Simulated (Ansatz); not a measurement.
# AlFH3NO: the cost of one run

Program: Ansatz 0.2.0. Level of theory: RKS B3LYP/def2-SVP. These are calculated values, not measurements.

## 1. Starting point

Bond lengths: Al1–O2 1.780 Å, O2–H3 1.010 Å, Al1–N4 1.920 Å, N4–H5 1.060 Å, N4–H6 1.060 Å, Al1–F7 1.690 Å. Angles: Al1–O2–H3 109.5°, O2–Al1–N4 120.0°, O2–Al1–F7 120.0°, N4–Al1–F7 120.0°, Al1–N4–H5 120.0°, Al1–N4–H6 120.0°, H5–N4–H6 120.0°.

As a file:

```xyz
7

Al    0.0000    0.0000    0.0000
O     0.0000    0.0000    1.7800
H    -0.9095   -0.2814    2.1171
N     1.6627    0.0000   -0.9600
H     2.1293   -0.9179   -1.2118
H     2.1141    0.9179   -1.2382
F    -1.4635    0.0000   -0.8450
```

## 2. Preparing the start

input.yaml

```yaml
crystal:
  periodic: [false, false, false]
  atoms:
    - { symbol: Al, position_ang: [0.0, 0.0, 0.0] }
    - { symbol: O, position_ang: [0.0, 0.0, 1.78] }
    - { symbol: H, position_ang: [-0.9095, -0.2814, 2.1171] }
    - { symbol: "N", position_ang: [1.6627, 0.0, -0.96] }
    - { symbol: H, position_ang: [2.1293, -0.9179, -1.2118] }
    - { symbol: H, position_ang: [2.1141, 0.9179, -1.2382] }
    - { symbol: F, position_ang: [-1.4635, 0.0, -0.845] }
basis:
  gaussian: { orbitals: def2-SVP }
hamiltonian:
  xc: b3lyp
relax:
  f_tol: 0.02
  max_steps: 40
```

Command:

```
ansatz run input.yaml --threads 1 --pin off --max-ram 2048MiB --backend cpu --events-out ev --progress --plain --runs-dir out
```

What time and memory should one allow on 1 thread of Arm Neoverse N1, shared host?

About 47 s, with a peak of 0.16 GiB.
